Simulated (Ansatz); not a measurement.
# TiSi16: the cost of one run

All numbers below are computed with Ansatz 0.2.0 (DFT PBE, plane waves, PAW, scalar-relativistic, no spin polarisation).

## Step 1: The starting structure

The cell holds 17 atoms (Si16Ti): a = 7.679 Å, b = 7.679 Å, c = 7.679 Å, α = 60.00°, β = 60.00°, γ = 60.00°.

Its coordinates follow in the input file.

## Step 2: Preparing the start

input.yaml

```yaml
accuracy: low
crystal:
  lattice:
    - [0.0, 5.43, 5.43]
    - [5.43, 0.0, 5.43]
    - [5.43, 5.43, 0.0]
  atoms:
    - { symbol: Si, position: [0.0, 0.0, 0.0] }
    - { symbol: Si, position: [0.125, 0.125, 0.125] }
    - { symbol: Si, position: [0.0, 0.0, 0.5] }
    - { symbol: Si, position: [0.125, 0.125, 0.625] }
    - { symbol: Si, position: [0.0, 0.5, 0.0] }
    - { symbol: Si, position: [0.125, 0.625, 0.125] }
    - { symbol: Si, position: [0.0, 0.5, 0.5] }
    - { symbol: Si, position: [0.125, 0.625, 0.625] }
    - { symbol: Si, position: [0.5, 0.0, 0.0] }
    - { symbol: Si, position: [0.625, 0.125, 0.125] }
    - { symbol: Si, position: [0.5, 0.0, 0.5] }
    - { symbol: Si, position: [0.625, 0.125, 0.625] }
    - { symbol: Si, position: [0.5, 0.5, 0.0] }
    - { symbol: Si, position: [0.625, 0.625, 0.125] }
    - { symbol: Si, position: [0.5, 0.5, 0.5] }
    - { symbol: Si, position: [0.625, 0.625, 0.625] }
    - { symbol: Ti, position: [0.8779979, 0.8716482, 0.3780074] }
basis:
  ecutwfc: 420.0
kpoints:
  mp_grid: { grid: [2, 2, 2] }
hamiltonian:
  xc: pbe
  pseudopotentials: { kind: paw, azcp: { folder: soft_1 } }
scf:
  occupations: { method: fermi_dirac, width: 0.05 }
  lower_state_search: "off"
relax:
  f_tol: 0.08
  max_steps: 25
  adjacent_minimum: "off"
output:
  write_density: true
  write_potential: true
  elf: true
  volumetric_format: npy
```

Run with:

```console
ansatz run input.yaml --threads 1 --pin off --max-ram 3072MiB --backend cpu --events-out ev --progress --plain --runs-dir out
```

**Question.** How long does this run take on 1 thread of Arm Neoverse V1, shared host, and how much memory does it need?

About 24 s, with a peak of 0.54 GiB.
